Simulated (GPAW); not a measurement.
# MoSe (Fm-3m) in GPAW: convergence with plane-wave cutoff (eV)

Aim: find how far plane-wave cutoff (eV) must go before the results for MoSe settle, at r2SCAN. This setting moves, with any that are tied to it; all else stays.

Program: GPAW 26.7.0. These are calculated values, not measurements. Logs are shortened: lines on timing, memory, paths and dates and some standing lists are left out, and cuts for length are marked. The log counts tension as positive stress, the text compression.

### Step 1. Starting point

It takes space group Fm-3m (No. 225, cubic). The conventional cell has a = 5.786 Å, b = 5.786 Å, c = 5.786 Å, α = 90.00°, β = 90.00°, γ = 90.00°. Mo (site symmetry m-3m) is surrounded by 6 Se at 2.89 Å. Around Se (site symmetry m-3m) lie 6 Mo at 2.89 Å.

The cell was built by a generator and needn't be a form met in nature.

### Step 2. With plane-wave cutoff (eV) 200

run.py

```python
from ase.dft.bandgap import bandgap
from ase.io import read, write
from ase.units import GPa
from gpaw import GPAW, PW

atoms = read('POSCAR')

calc = GPAW(mode=PW(200),
            xc='MGGA_X_R2SCAN+MGGA_C_R2SCAN',
            kpts={'size': (8, 8, 8), 'gamma': True},
            occupations={'name': 'fermi-dirac', 'width': 0.05},
            nbands=20,
            convergence={'density': 1e-05, 'energy': 1e-05},
            maxiter=100,
            txt='gpaw.txt')
atoms.calc = calc
energy = atoms.get_potential_energy()
forces = atoms.get_forces()
stress = atoms.get_stress()
calc.write('gs.gpw')
write('result.traj', atoms)
print(f'Energy: {energy:.6f} eV')
print('Forces (eV/A):')
print(forces.round(4))
print('Stress (GPa):', (stress / GPa).round(3))
print('Fermi level:', round(calc.get_fermi_level(), 4), 'eV')
print(f'Gap: {bandgap(calc)[0]:.4f} eV, direct: {bandgap(calc, direct=True)[0]:.4f} eV')
```

POSCAR

```
MoSe
1.0
    0.0000000000      2.8928795100      2.8928795100
    2.8928795100      0.0000000000      2.8928795100
    2.8928795100      2.8928795100      0.0000000000
Mo Se
1 1
Direct
    0.0000000000      0.0000000000      0.0000000000
    0.5000000000      0.5000000000      0.5000000000
```

Potentials or basis: GPAW PAW data sets (gpaw-data 1.2.1), pw.

Started as:

```sh
> OMP_NUM_THREADS=1 python run.py
```

It took 17 s on 1 thread of Arm Neoverse V1, shared host; peak memory 0.25 GiB.

What came out:

| Property | Result |
| --- | --- |
| Free energy | -32.0850 eV |
| Pressure | -27.0 GPa |
| Band gap on the k mesh | none (metal or under the smearing width) |

### Step 3. With plane-wave cutoff (eV) 250

run.py, as its differences from that of step 2:

```diff
@@ -7,3 +7,3 @@
 
-calc = GPAW(mode=PW(200),
+calc = GPAW(mode=PW(250),
             xc='MGGA_X_R2SCAN+MGGA_C_R2SCAN',
```

POSCAR is that of step 2.

Potentials or basis: GPAW PAW data sets (gpaw-data 1.2.1), pw.

Started as:

```sh
> OMP_NUM_THREADS=1 python run.py
```

Wall time 19 s (1 thread of Arm Neoverse V1, shared host); peak memory 0.25 GiB.

What came out:

- Free energy: -32.6443 eV
- Pressure: -26.7 GPa
- Band gap on the k mesh: none (metal or under the smearing width)

### Step 4. With plane-wave cutoff (eV) 300

run.py, as its differences from that of step 3:

```diff
@@ -7,3 +7,3 @@
 
-calc = GPAW(mode=PW(250),
+calc = GPAW(mode=PW(300),
             xc='MGGA_X_R2SCAN+MGGA_C_R2SCAN',
```

POSCAR is that of step 3.

Started as:

```sh
> OMP_NUM_THREADS=1 python run.py
```

Run time: 40 s. Hardware: 1 thread of Arm Neoverse V1, shared host; peak memory 0.26 GiB.

Results:

```
Free energy            : -33.0139 eV
Pressure               : -24.7 GPa
Band gap on the k mesh : none (metal or under the smearing width)
```

### Step 5. With plane-wave cutoff (eV) 350

run.py, as its differences from that of step 4:

```diff
@@ -7,3 +7,3 @@
 
-calc = GPAW(mode=PW(300),
+calc = GPAW(mode=PW(350),
             xc='MGGA_X_R2SCAN+MGGA_C_R2SCAN',
```

POSCAR is that of step 4.

Started as:

```sh
> OMP_NUM_THREADS=1 python run.py
```

Wall time 41 s (1 thread of Arm Neoverse V1, shared host); peak memory 0.26 GiB.

Results:

| Item | Value |
| --- | --- |
| Free energy | -33.1893 eV |
| Pressure | -23.1 GPa |
| Band gap on the k mesh | none (metal or under the smearing width) |

### Step 6. With plane-wave cutoff (eV) 400

run.py, as its differences from that of step 5:

```diff
@@ -7,3 +7,3 @@
 
-calc = GPAW(mode=PW(350),
+calc = GPAW(mode=PW(400),
             xc='MGGA_X_R2SCAN+MGGA_C_R2SCAN',
```

POSCAR is that of step 5.

Potentials or basis: GPAW PAW data sets (gpaw-data 1.2.1), pw.

Started as:

```sh
> OMP_NUM_THREADS=1 python run.py
```

It took 34 s on 1 thread of Arm Neoverse V1, shared host; peak memory 0.27 GiB.

What came out:

| Quantity | Value |
| --- | --- |
| Free energy | -33.2607 eV |
| Pressure | -22.1 GPa |
| Band gap on the k mesh | none (metal or under the smearing width) |

### Step 7. With plane-wave cutoff (eV) 500

run.py, as its differences from that of step 6:

```diff
@@ -7,3 +7,3 @@
 
-calc = GPAW(mode=PW(400),
+calc = GPAW(mode=PW(500),
             xc='MGGA_X_R2SCAN+MGGA_C_R2SCAN',
```

POSCAR is that of step 6.

Started as:

```sh
> OMP_NUM_THREADS=1 python run.py
```

Wall time 77 s (1 thread of Arm Neoverse V1, shared host); peak memory 0.29 GiB.

It converged, with:

| Quantity | Value |
| --- | --- |
| Free energy | -33.2974 eV |
| Pressure | -21.5 GPa |
| Band gap on the k mesh | none (metal or under the smearing width) |

### Step 8. With plane-wave cutoff (eV) 600

run.py, as its differences from that of step 7:

```diff
@@ -7,3 +7,3 @@
 
-calc = GPAW(mode=PW(500),
+calc = GPAW(mode=PW(600),
             xc='MGGA_X_R2SCAN+MGGA_C_R2SCAN',
```

POSCAR is that of step 7.

Started as:

```sh
> OMP_NUM_THREADS=1 python run.py
```

It took 80 s on 1 thread of Arm Neoverse V1, shared host; peak memory 0.29 GiB.

It converged, with:

| Quantity | Value |
| --- | --- |
| Free energy | -33.3044 eV |
| Pressure | -21.4 GPa |
| Band gap on the k mesh | none (metal or under the smearing width) |

### Step 9. With plane-wave cutoff (eV) 800

run.py, as its differences from that of step 8:

```diff
@@ -7,3 +7,3 @@
 
-calc = GPAW(mode=PW(600),
+calc = GPAW(mode=PW(800),
             xc='MGGA_X_R2SCAN+MGGA_C_R2SCAN',
```

POSCAR is that of step 8.

Potentials or basis: GPAW PAW data sets (gpaw-data 1.2.1), pw.

Started as:

```sh
> OMP_NUM_THREADS=1 python run.py
```

Run time: 2 min. Hardware: 1 thread of Arm Neoverse V1, shared host; peak memory 0.32 GiB.

Results (log left out):

* Free energy: -33.3083 eV
* Pressure: -21.3 GPa
* Band gap on the k mesh: none (metal or under the smearing width)

### Step 10. With plane-wave cutoff (eV) 1000

run.py, as its differences from that of step 9:

```diff
@@ -7,3 +7,3 @@
 
-calc = GPAW(mode=PW(800),
+calc = GPAW(mode=PW(1000),
             xc='MGGA_X_R2SCAN+MGGA_C_R2SCAN',
```

POSCAR is that of step 9.

Potentials or basis: GPAW PAW data sets (gpaw-data 1.2.1), pw.

Started as:

```sh
> OMP_NUM_THREADS=1 python run.py
```

gpaw.txt:

```text
__  _  _
 | _ |_)|_||  |
 |__||  | ||/\| - 26.7.0

Input parameters:
  mode=PW(ecut=1000.0),
  convergence={'density': 1e-05, 'energy': 1e-05},
  kpts=MonkhorstPack(size=(8, 8, 8), gamma=True),
  maxiter=100,
  nbands=20,
  occupations=Occupations(name='fermi-dirac', width=0.05),
  xc=XC(name='MGGA_X_R2SCAN+MGGA_C_R2SCAN')

Diagonalizing LCAO Hamiltonian
Converting LCAO to pw mode

                Se

       Mo

Atoms  # Å, Bohr magnetons
|   | symbol |        x |        y |        z |    initial magnetic moments |
|---|--------|----------|----------|----------|-----------------------------|
| 0 |     Mo | 0.000000 | 0.000000 | 0.000000 | ( 0.0000,  0.0000,  0.0000) |
| 1 |     Se | 2.892880 | 2.892880 | 2.892880 | ( 0.0000,  0.0000,  0.0000) |

Unit cell  # Å
| periodic |        x |        y |        z |  lengths |    angles |
|----------|----------|----------|----------|----------|-----------|
|      yes | 0.000000 | 2.892880 | 2.892880 | 4.091149 | 60.000000 |
|      yes | 2.892880 | 0.000000 | 2.892880 | 4.091149 | 60.000000 |
|      yes | 2.892880 | 2.892880 | 0.000000 | 4.091149 | 60.000000 |

Number of symmetries: 48
Symmetry operations  # r_c * U_cc + t_c -> r_c
|    | kind |            matrix            |
|----|------|------------------------------|
|  0 |  σ   |  1, 0, 0,  1, 0,-1,  1,-1, 0 |
|  1 |  C2  |  1, 0, 0,  1,-1, 0,  1, 0,-1 |
|  2 |  E   |  1, 0, 0,  0, 1, 0,  0, 0, 1 |
|  3 |  σ   |  1, 0, 0,  0, 0, 1,  0, 1, 0 |
|  4 |  C4  |  1, 0,-1,  1, 0, 0,  1,-1, 0 |
|  5 |  S6  |  1, 0,-1,  1,-1, 0,  1, 0, 0 |
|  6 |  σ   |  1, 0,-1,  0, 1,-1,  0, 0,-1 |
|  7 |  C3  |  1, 0,-1,  0, 0,-1,  0, 1,-1 |
|  8 |  S6  |  1,-1, 0,  1, 0, 0,  1, 0,-1 |
|  9 |  C4  |  1,-1, 0,  1, 0,-1,  1, 0, 0 |
| 10 |  C3  |  1,-1, 0,  0,-1, 1,  0,-1, 0 |
| 11 |  σ   |  1,-1, 0,  0,-1, 0,  0,-1, 1 |
| 12 |  σ   |  0, 1, 0,  1, 0, 0,  0, 0, 1 |
| 13 |  C4  |  0, 1, 0,  0, 1,-1, -1, 1, 0 |
| 14 |  C3  |  0, 1, 0,  0, 0, 1,  1, 0, 0 |
| 15 |  S6  |  0, 1, 0, -1, 1, 0,  0, 1,-1 |
| 16 |  C2  |  0, 1,-1,  1, 0,-1,  0, 0,-1 |
| 17 |  σ   |  0, 1,-1,  0, 1, 0, -1, 1, 0 |
| 18 |  S4  |  0, 1,-1,  0, 0,-1,  1, 0,-1 |
| 19 |  C4  |  0, 1,-1, -1, 1, 0,  0, 1, 0 |
| 20 |  C3  |  0, 0, 1,  1, 0, 0,  0, 1, 0 |
| 21 |  σ   |  0, 0, 1,  0, 1, 0,  1, 0, 0 |
| 22 |  S6  |  0, 0, 1,  0,-1, 1, -1, 0, 1 |
| 23 |  C4  |  0, 0, 1, -1, 0, 1,  0,-1, 1 |
| 24 |  S4  |  0, 0,-1,  1, 0,-1,  0, 1,-1 |
| 25 |  C3  |  0, 0,-1,  0, 1,-1,  1, 0,-1 |
| 26 |  C2  |  0, 0,-1,  0,-1, 0, -1, 0, 0 |
| 27 |  S6  |  0, 0,-1, -1, 0, 0,  0,-1, 0 |
| 28 |  S4  |  0,-1, 1,  1,-1, 0,  0,-1, 0 |
| 29 |  C4  |  0,-1, 1,  0, 0, 1, -1, 0, 1 |
| 30 |  C2  |  0,-1, 1,  0,-1, 0,  1,-1, 0 |
| 31 |  σ   |  0,-1, 1, -1, 0, 1,  0, 0, 1 |
| 32 |  C3  |  0,-1, 0,  1,-1, 0,  0,-1, 1 |
| 33 |  S6  |  0,-1, 0,  0, 0,-1, -1, 0, 0 |
| 34 |  S4  |  0,-1, 0,  0,-1, 1,  1,-1, 0 |
| 35 |  C2  |  0,-1, 0, -1, 0, 0,  0, 0,-1 |
| 36 |  C2  | -1, 1, 0,  0, 1, 0,  0, 1,-1 |
| 37 |  S6  | -1, 1, 0,  0, 1,-1,  0, 1, 0 |
| 38 |  S4  | -1, 1, 0, -1, 0, 1, -1, 0, 0 |
| 39 |  C3  | -1, 1, 0, -1, 0, 0, -1, 0, 1 |
| 40 |  S6  | -1, 0, 1,  0, 0, 1,  0,-1, 1 |
| 41 |  C2  | -1, 0, 1,  0,-1, 1,  0, 0, 1 |
| 42 |  C3  | -1, 0, 1, -1, 1, 0, -1, 0, 0 |
| 43 |  S4  | -1, 0, 1, -1, 0, 0, -1, 1, 0 |
| 44 |  C2  | -1, 0, 0,  0, 0,-1,  0,-1, 0 |
| 45 |  i   | -1, 0, 0,  0,-1, 0,  0, 0,-1 |
| 46 |  σ   | -1, 0, 0, -1, 1, 0, -1, 0, 1 |
| 47 |  C2  | -1, 0, 0, -1, 0, 1, -1, 1, 0 |

BZ-sampling:
  Number of BZ points: 512
  Number of IBZ points: 29

  Monkhorst-Pack size: [8, 8, 8]
  Monkhorst-Pack shift: [0.0625, 0.0625, 0.0625]

K-points  # in reciprocal-cell coordinates
|     |                                coordinates |     weight |
|-----|--------------------------------------------|------------|
|   0 | (  0.00000000,   0.00000000,   0.00000000) | 0.00195312 |
|   1 | (  0.12500000,   0.12500000,   0.00000000) | 0.01171875 |
|   2 | (  0.12500000,   0.12500000,   0.12500000) | 0.01562500 |
|   3 | (  0.25000000,   0.12500000,   0.12500000) | 0.02343750 |
|   4 | (  0.25000000,   0.25000000,   0.00000000) | 0.01171875 |
|   5 | (  0.25000000,   0.25000000,   0.12500000) | 0.04687500 |
|   6 | (  0.25000000,   0.25000000,   0.25000000) | 0.01562500 |
|   7 | (  0.37500000,   0.25000000,  -0.37500000) | 0.04687500 |
|   8 | (  0.37500000,   0.25000000,   0.12500000) | 0.04687500 |
|   9 | (  0.37500000,   0.25000000,   0.25000000) | 0.04687500 |
| ... |                                            |            |
|  28 | (  0.50000000,   0.50000000,   0.50000000) | 0.00781250 |

Plane wave coefficients: 3511
Cutoff: 1000.0 eV

Spin-components: 1 (collinear spins)
Bands:           20
Projectors:      11
Spin-degeneracy: 2
Datatype:        complex128

Parallelization:
  kpt:    1
  domain: 1
  band:   1

Density:
  Valence electrons: 20.0
  Components: 1
  Grid points: [30 30 30]
  Charge: 0.0  # |e|

Potential:
  Grid points: [30 30 30]

species:
  Mo:
    name:    Molybdenum
    Z:       42.0
    valence: 14
    core:    28
    charge:  0.0  # [|e|]
    compensation charges:
      type: gauss
      rc: 0.38  # [Å]
      lmax: 2
    cutoffs:
      filter: 2.16  # [Å]
      core: 1.42  # [Å]
    projectors
    | kind |    occ | energy [eV] | rcut [Å] |
    |------|--------|-------------|----------|
    |   4s |  2.000 |     -64.307 |    1.238 |
    |   5s |  1.000 |      -4.084 |    1.238 |
    |   4p |  6.000 |     -38.491 |    1.296 |
    |   5p |  0.000 |      -1.044 |    1.296 |
    |   4d |  5.000 |      -3.754 |    1.296 |
    |    d |        |      23.458 |    1.296 |

    Using partial waves for Mo as LCAO basis

  Se:
    name:    Selenium
    Z:       34.0
    valence: 6
    core:    28
    charge:  0.0  # [|e|]
    compensation charges:
      type: gauss
      rc: 0.27  # [Å]
      lmax: 2
    cutoffs:
      filter: 1.77  # [Å]
      core: 2.67  # [Å]
    projectors
    | kind |    occ | energy [eV] | rcut [Å] |
    |------|--------|-------------|----------|
    |   4s |  2.000 |     -17.277 |    0.847 |
    |   4p |  4.000 |      -6.512 |    1.005 |
    |    s |        |       9.935 |    0.847 |
    |    p |        |      20.699 |    1.005 |
    |    d |        |       0.000 |    0.847 |

    Using partial waves for Se as LCAO basis

Reference energy: -176237.604762  # eV

eigensolver:
  PPCG
  Converge bands: occupied
  niter=2

density mixing:
  MSR1-Mixer
  Pratt-step length: 0.05
  Maximum mixing coefficient: 0.75
  Old densities: 10
  SVD Regularization: 0.005
  Good broyden scale: 1.0
  Trust region scale: 1.0
  Backstep threshold: 4.0
  History deletion threshold: 6.0
  Fourier metric: weight=20.0, sigma=0.015

occupation numbers:
  Fermi-Dirac:
    width: 0.0500  # eV

poisson solver:
  ecut: 8000.0  # eV

xc functional:
  name: MGGA_X_R2SCAN+MGGA_C_R2SCAN with 2 nearest neighbor stencil

convergence criteria:
- Maximum integral of absolute [dens]ity change: 1e-05 electrons / valence electron
- Maximum [total energy] change in last 3 cyles: 1e-05 eV / valence electron
- Maximum integral of absolute [eigenst]ate change: 4e-08 eV^2 / valence electron
maximum number of iterations: 100

SCF iterations
|iter     | |      energy | eigst |  dens |
|---------|-|-------------|-------|-------|
|iter:   1| |  -39.574048 | +0.39 |       |
|iter:   2| |  -33.622994 | -1.22 | -1.09 |
|iter:   3| |  -33.231910 | -1.38 | -1.17 |
|iter:   4| |  -33.263948 | -2.41 | -1.60 |
|iter:   5| |  -33.280417 | -2.27 | -1.75 |
|iter:   6| |  -33.283016 | -3.52 | -2.45 |
|iter:   7| |  -33.283999 | -4.14 | -2.71 |
|iter:   8| |  -33.284108 | -4.91 | -3.07 |
|iter:   9| |  -33.284113c| -5.64 | -3.56 |
|iter:  10| |  -33.284114c| -7.16 | -4.48 |
|iter:  11| |  -33.284114c| -7.82c| -4.72 |
|iter:  12| |  -33.284114c| -8.54c| -5.44c|

Converged in 12 steps
Energy contributions relative to reference atoms: (reference = -176237.604762)

Energy contributions:
  Kinetic:         -34.234733
  Coulomb:          27.684693
  Zero:             -0.550091
  External:          0.000000
  Xc:              -26.158633
  Entropy:          -0.050698
  Spinorbit:         0.000000
  ----------------------------
  Free energy:     -33.309463
  Extrapolated:    -33.284114

dipole moment: (-21.398666, -21.398666, -21.398666)  # |e|*Ang

Fermi level: 7.158
Eigenvalues  # (at kpt = [0.000, 0.000, 0.000])
| band index |      eig [eV] | occ [0-2] |
|------------|---------------|-----------|
|          0 |       -56.133 |     2.000 |
|        ... |               |           |
|          5 |         4.947 |     2.000 |
|          6 |         4.947 |     2.000 |
|          7 |         4.947 |     2.000 |
|          8 |         6.031 |     2.000 |
|          9 |         6.031 |     2.000 |
|         10 |         6.031 |     2.000 |
|         11 |         6.385 |     2.000 |
|         12 |         6.385 |     2.000 |
|         13 |         8.521 |     0.000 |
|         14 |        16.165 |     0.000 |
|         15 |        17.598 |     0.000 |
|         16 |        17.598 |     0.000 |
|         17 |        17.598 |     0.000 |
|         18 |        19.857 |     0.000 |
|         19 |        19.857 |     0.000 |

No gap
No difference between direct/indirect transitions

Forces  # eV/Ang
|        x |       y |        z |
|----------|---------|----------|
|  0.00000 | 0.00000 | -0.00000 |  # Mo   0
| -0.00000 | 0.00000 |  0.00000 |  # Se   1

Stress tensor  # eV/Ang^3
|         x |         y |         z |
|-----------|-----------|-----------|
|  0.133199 |  0.000000 | -0.000000 |
|  0.000000 |  0.133199 | -0.000000 |
| -0.000000 | -0.000000 |  0.133199 |

# Writing to gs.gpw (mode='')
```

stdout:

```text
Energy: -33.284114 eV
Forces (eV/A):
[[ 0.  0. -0.]
 [-0.  0.  0.]]
Stress (GPa): [21.341 21.341 21.341 -0.    -0.     0.   ]
Fermi level: 7.1577 eV
Gap: 0.0000 eV, direct: 0.0000 eV
```

Run time: 2.7 min. Hardware: 1 thread of Arm Neoverse V1, shared host; peak memory 0.35 GiB.

Results:

```yaml
Free_energy: -33.3095 eV
Pressure: -21.3 GPa
Band_gap_on_the_k_mesh: none (metal or under the smearing width)
```

### Step 11. The series at a glance

| plane-wave cutoff (eV) | energy less the tightest run, at zero smearing (meV/atom) | pressure (GPa) | SCF cycles | CPU time (s) | peak memory (GiB) |
| --- | --- | --- | --- | --- | --- |
| 200 | 612.11 | -26.99 | 12 | 17 | 0.25 |
| 250 | 332.56 | -26.71 | 12 | 19 | 0.25 |
| 300 | 147.71 | -24.74 | 12 | 40 | 0.26 |
| 350 | 60.07 | -23.05 | 12 | 41 | 0.26 |
| 400 | 24.36 | -22.09 | 12 | 34 | 0.27 |
| 500 | 6.04 | -21.49 | 12 | 77 | 0.29 |
| 600 | 2.55 | -21.38 | 12 | 80 | 0.29 |
| 800 | 0.58 | -21.35 | 12 | 120 | 0.32 |
| 1000 | 0.00 | -21.34 | 12 | 160 | 0.35 |

Against the tightest run, the energy stays within 1 meV/atom from 800 on; the pressure stays within 0.1 GPa from 600 on. The tightest run that finished is the yardstick and may itself not be fully converged.

Caveats: so large a pressure means that the cell lies far from this level's equilibrium, or that cutoff or potentials fall short; the potentials were made for another functional, which shifts forces and pressure.
